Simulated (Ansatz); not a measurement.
# C₂H₈O₄Si: how energies converge with the basis set

An exercise on one series of results from a longer session: the logs are not shown, and one member is left open.

Method: one geometry, several basis sets; program: Ansatz 0.2.0, Gaussian basis.

Plan: PBE0-D4/def2-SVP; ωB97M-V/def2-SVP; PBE0-D4/def2-QZVPP; ωB97M-V/def2-QZVPP; the functionals' def2-TZVPP values are taken from earlier runs.

**The relaxed structure**

All runs share one geometry, relaxed beforehand with PBE0-D4 in a triple-zeta def2 set.

SMILES `CO[Si](O)(O)OC`, 15 atoms, charge 0, spin multiplicity 1.

Atoms are counted from 1 here; the program's logs count them from 0.

Bond lengths: C1–O2 1.412 Å, C1–H8 1.091 Å, C1–H9 1.095 Å, C1–H10 1.094 Å, O2–Si3 1.626 Å, Si3–O4 1.630 Å, Si3–O5 1.630 Å, Si3–O6 1.626 Å, O4–H11 0.958 Å, O5–H12 0.958 Å, O6–C7 1.412 Å, C7–H13 1.095 Å, C7–H14 1.091 Å, C7–H15 1.094 Å. Angles: O2–C1–H8 108.1°, O2–C1–H9 111.1°, O2–C1–H10 111.2°, H8–C1–H9 108.6°, H8–C1–H10 109.0°, H9–C1–H10 108.7°, C1–O2–Si3 124.3°, O2–Si3–O4 106.5°, O2–Si3–O5 107.0°, O2–Si3–O6 115.1°, O4–Si3–O5 115.1°, O4–Si3–O6 107.0°, O5–Si3–O6 106.5°, Si3–O4–H11 116.8°, Si3–O5–H12 116.8°, Si3–O6–C7 124.3°, O6–C7–H13 111.1°, O6–C7–H14 108.1° and more.

Coordinates:

```csv
atom,x (Å),y (Å),z (Å)
C1,-0.97909,2.06136,0.17882
O2,-1.06342,0.69517,0.52344
Si3,-0.47087,-0.51749,-0.38331
O4,-0.99505,-1.90298,0.29739
O5,-0.97895,-0.26259,-1.91125
O6,1.15178,-0.60193,-0.44463
C7,1.97084,-0.97870,0.64144
H8,-1.56108,2.63115,0.90492
H9,0.05739,2.41289,0.20894
H10,-1.38246,2.24350,-0.82134
H11,-1.87764,-1.89496,0.66927
H12,-0.49213,-0.70408,-2.60797
H13,1.94101,-0.22769,1.43759
H14,2.99695,-1.06202,0.27986
H15,1.66092,-1.94213,1.05611
```

Set-up of the first run:

Input file in.yaml:

```yaml
crystal:
  periodic: [false, false, false]
  atoms:
    - {symbol: C, position_ang: [-0.979093, 2.061363, 0.178824]}
    - {symbol: O, position_ang: [-1.063424, 0.695166, 0.523444]}
    - {symbol: Si, position_ang: [-0.470868, -0.517489, -0.383314]}
    - {symbol: O, position_ang: [-0.995047, -1.902980, 0.297392]}
    - {symbol: O, position_ang: [-0.978950, -0.262588, -1.911250]}
    - {symbol: O, position_ang: [1.151777, -0.601935, -0.444628]}
    - {symbol: C, position_ang: [1.970842, -0.978703, 0.641442]}
    - {symbol: H, position_ang: [-1.561077, 2.631147, 0.904923]}
    - {symbol: H, position_ang: [0.057389, 2.412892, 0.208936]}
    - {symbol: H, position_ang: [-1.382458, 2.243505, -0.821335]}
    - {symbol: H, position_ang: [-1.877640, -1.894964, 0.669274]}
    - {symbol: H, position_ang: [-0.492130, -0.704078, -2.607973]}
    - {symbol: H, position_ang: [1.941013, -0.227687, 1.437595]}
    - {symbol: H, position_ang: [2.996948, -1.062016, 0.279858]}
    - {symbol: H, position_ang: [1.660918, -1.942133, 1.056110]}
basis:
  gaussian: {orbitals: def2-SVP}
hamiltonian: {xc: pbe0, dispersion: d4}
output: {orbitals: {seedname: orbitals}}
```

Launch:

```
$ ansatz run in.yaml --threads 4 --pin off --events-out ev --progress --plain --max-ram 11315MiB
```

Steps of the session up to this table: PBE0-D4 in def2-SVP; ωB97M-V in def2-SVP; PBE0-D4 in def2-QZVPP; ωB97M-V in def2-QZVPP.

One of the session's tables, all rows but one given; the rest of the session is left out.

It belongs to the step «Density functionals: the series». 

```
functional       basis  HOMO (eV)  LUMO (eV)
   PBE0-D4    def2-SVP      -7.97       1.42
   PBE0-D4  def2-TZVPP      -8.16       0.75
   PBE0-D4  def2-QZVPP      -8.21       0.33
   ωB97M-V    def2-SVP     -10.38       3.10
   ωB97M-V  def2-TZVPP          ?          ?
   ωB97M-V  def2-QZVPP     -10.64       1.56
```

Q: Estimate the row for ωB97M-V, def2-TZVPP from the others.

As computed: HOMO (eV): -10.58; LUMO (eV): 2.24. In the column «HOMO (eV)» it lies between ωB97M-V, def2-QZVPP (-10.64) and ωB97M-V, def2-SVP (-10.38).
